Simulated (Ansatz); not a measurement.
# NaHF2: squeezing one contact

The task here is to estimate one member of a computed series from the others.

Program: Ansatz 0.2.0. Level of theory: DFT LDA, with the methods named in each step. These are calculated values, not measurements.

### The starting structure

Symmetry: R-3m, No. 166, trigonal system. Conventional cell: a = 3.395 Å, b = 3.395 Å, c = 13.712 Å, α = 90.00°, β = 90.00°, γ = 120.00°. Around Na (site symmetry -3m) lie 6 F at 2.27 Å. H (site symmetry -3m) has 2 F at 1.14 Å in its first shell of neighbours. F (site symmetry 3m) has 1 H at 1.14 Å in its first shell of neighbours.

Coordinates:

```cif
data_structure
_symmetry_space_group_name_H-M 'R-3m:H'
_symmetry_Int_Tables_number 166
_cell_length_a 3.3946
_cell_length_b 3.3946
_cell_length_c 13.7125
_cell_angle_alpha 90.000
_cell_angle_beta 90.000
_cell_angle_gamma 120.000
_cell_volume 136.84
loop_
_atom_site_label
_atom_site_type_symbol
_atom_site_symmetry_multiplicity
_atom_site_Wyckoff_symbol
_atom_site_fract_x
_atom_site_fract_y
_atom_site_fract_z
_atom_site_occupancy
Na1 Na 3 a 0.00000 0.00000 0.00000 1
H1 H 3 b 0.66667 0.33333 0.83333 1
F1 F 6 c 0.66667 0.33333 0.91625 1
```

The file gives the conventional cell by its symmetry; the runs use the cell typed in the input.

Atoms are numbered in the order of the input: Na1, H2, F3, F4.

Set-up of the first run:

The input, input.yaml:

```yaml
crystal:
  lattice:
    - [1.6972920983, 0.9799320498, 4.5708320076]
    - [-1.6972920983, 0.9799320498, 4.5708320076]
    - [0.0, -1.9598640997, 4.5708320076]
  atoms:
    - { symbol: Na, position: [0.0, 0.0, 0.0] }
    - { symbol: H, position: [0.5, 0.5, 0.5] }
    - { symbol: F, position: [0.58291882, 0.58291882, 0.58291882] }
    - { symbol: F, position: [0.41708118, 0.41708118, 0.41708118] }
kpoints:
  mp_grid: { grid: [7, 7, 7] }
scf:
  occupations: { method: fermi_dirac, width: 0.03 }
hamiltonian:
  xc: lda
  pseudopotentials: { kind: all_electron, lapw: { basis_error: 0.001 } }
output:
  forces: true
  stress: true
  eigenvalues: true
  populations: true
```

Started as:

```console
> ansatz run input.yaml --threads 1 --pin off --max-ram 3072MiB --backend cpu --events-out ev --progress --plain --runs-dir out
```

Among the steps run: The bond as given, LAPW; Shortest bond scaled by 1, norm-conserving; Shortest bond scaled by 1.05, LAPW; Shortest bond scaled by 1.05, crystal datasets; Shortest bond scaled by 0.95, LAPW; Shortest bond scaled by 0.95, norm-conserving; Shortest bond scaled by 0.9, LAPW; Shortest bond scaled by 0.8, LAPW; Shortest bond scaled by 0.8, norm-conserving.

One table of the session follows, with a row left open; its other results are not shown here.

| method | length (Å) | F from the given length (eV/cell) | force along the bond (eV/Å) | pressure (GPa) | gap on the k mesh (eV) | largest force (eV/Å) |
| --- | --- | --- | --- | --- | --- | --- |
| LAPW | 0.910 | 0.513 | 6.192 | 6.55 | 6.25 | 6.835 |
| LAPW | 1.023 | 0.093 | 1.829 | 1.24 | 6.59 | 2.144 |
| LAPW | 1.080 | 0.022 | 0.752 | -0.32 | 6.72 | 0.931 |
| LAPW | 1.137 | 0.000 | 0.075 | -1.34 | 6.76 | 0.149 |
| LAPW | 1.194 | 0.009 | -0.359 | -1.92 | 6.69 | 0.371 |
| PAW | 0.910 | 0.514 | 6.172 | 6.48 | 6.26 | 6.809 |
| PAW | 1.023 | 0.093 | 1.842 | 1.21 | 6.60 | 2.153 |
| PAW | 1.080 | 0.022 | 0.750 | -0.38 | 6.73 | 0.922 |
| PAW | 1.137 | ? | ? | ? | ? | ? |
| PAW | 1.194 | 0.009 | -0.364 | -1.99 | 6.70 | 0.367 |
| PAW (source ansatz) | 0.910 | – | 6.191 | 6.54 | 6.25 | 6.834 |
| crystal datasets | 1.194 | – | -0.359 | -1.92 | 6.69 | 0.371 |
| norm-conserving | 0.910 | 0.492 | 5.978 | 6.12 | 6.28 | 6.589 |
| norm-conserving | 1.080 | 0.020 | 0.699 | -0.58 | 6.75 | 0.844 |
| norm-conserving | 1.137 | 0.000 | 0.039 | -1.58 | 6.79 | 0.079 |

**Question.** Estimate the row for PAW, 1.137.

**Answer.** F from the given length (eV/cell): 0.000; force along the bond (eV/Å): 0.066; pressure (GPa): -1.41; gap on the k mesh (eV): 6.78; largest force (eV/Å): 0.132.

Caveats from the session: Warnings in the runs' records: crystal datasets made.
